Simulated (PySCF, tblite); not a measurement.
**C7H14N3+: geometry, infrared bands and NMR shifts**

What infrared bands and NMR shifts should C7H14N3+ (`Cc1cn(C)n[n+]1C(C)C`) show?

Computed with tblite 0.8.0 and PySCF 2.14.0, with density-fitted response routines of our own, on a single molecule in the gas phase. Atoms count from 0, in the outputs and in this text.

## Step 1: Starting geometry

24 atoms, charge 1, multiplicity 1; geometry from: force field or distance geometry start.

Bonds of the start (Å): C0–C1 1.46, C1–C2 1.37, C2–N3 1.37, N3–C4 1.48, N3–N5 1.32, N5–N6 1.34, N6–C7 1.48, C7–C8 1.53, C7–C9 1.53, N6–C1 1.41, C0–H10 1.10, C0–H11 1.09, C0–H12 1.09, C2–H13 1.08, C4–H14 1.10, C4–H15 1.09, C4–H16 1.09, C7–H17 1.09, C8–H18 1.09, C8–H19 1.10, C8–H20 1.11, C9–H21 1.10, C9–H22 1.09, C9–H23 1.09.

## Step 2: Optimising the geometry with GFN2-xTB

What the job is given:

```
{"job": {"kind": "relax", "xc": "GFN2-xTB", "basis": "xTB"}, "charge": 1, "multiplicity": 1}
C     -0.509700     2.510700    -0.474300
C     -0.854800     1.128900    -0.144100
C     -2.039800     0.514200     0.150800
N     -1.738500    -0.801000     0.382900
C     -2.675300    -1.884400     0.747300
N     -0.460400    -1.100800     0.288500
N      0.082100     0.077400    -0.031800
C      1.544200     0.145400    -0.222800
C      2.291100    -0.219900     1.055900
C      1.971200    -0.741400    -1.390200
H     -1.425600     3.126700    -0.491800
H     -0.053700     2.549900    -1.458900
H      0.164600     2.924600     0.281100
H     -3.068400     0.844200     0.204700
H     -3.696300    -1.480100     0.787000
H     -2.623000    -2.662800    -0.011100
H     -2.398500    -2.288800     1.719300
H      1.792900     1.170300    -0.480800
H      2.106100    -1.253100     1.354400
H      3.370200    -0.080700     0.932500
H      1.954700     0.429100     1.885400
H      1.426000    -0.469200    -2.302400
H      1.790300    -1.791700    -1.180000
H      3.038900    -0.627900    -1.593900
```

Command:

```
> OMP_NUM_THREADS=1 python probes_run.py task.json out
```

This one command runs all jobs of the session in turn.

**Question.** This job is followed by: GFN2-xTB harmonic vibrations, gas phase; GIAO PBE0/pcSseg-1 NMR shielding, non-relativistic, gas phase. What will the session give for the following? strongest single infrared mode (GFN2-xTB); zero-point energy (GFN2-xTB); ¹³C shifts against TMS (PBE0/pcSseg-1, means over atoms taken as alike); ¹H shifts against TMS (PBE0/pcSseg-1, means over atoms taken as alike); ¹⁵N shifts against NH3 (PBE0/pcSseg-1).

The runs gave:

| quantity | value |
| --- | --- |
| strongest single infrared mode (GFN2-xTB) | 1411 cm⁻¹, 50 km/mol |
| zero-point energy (GFN2-xTB) | 130.0 kcal/mol |
| ¹³C shifts against TMS (PBE0/pcSseg-1, means over atoms taken as alike) | 147.7, 135.2, 56.4, 39.3, 26.4, 10.2 ppm |
| ¹H shifts against TMS (PBE0/pcSseg-1, means over atoms taken as alike) | 7.67, 4.70, 4.56, 2.74, 1.91 ppm |
| ¹⁵N shifts against NH3 (PBE0/pcSseg-1) | 387.4, 296.7, 267.3 ppm |

**Reading.** Over 39 steps the energy fell by 0.311 eV; of the close pairs, C1–N6 changed most, 1.413 to 1.355 Å. The lowest mode is imaginary (84i cm⁻¹), so the xTB geometry is not a minimum. GFN2-xTB is a fitted tight-binding method: band positions and strengths are rough. Its intensities can rank the bands wrongly. At PBE0/pcSseg-1: The largest span, 515 ppm, is at N5, where the paramagnetic term is -440 ppm. NICS(1)zz of -29 ppm above the planar ring from C1 marks a diatropic (aromatic) ring current.
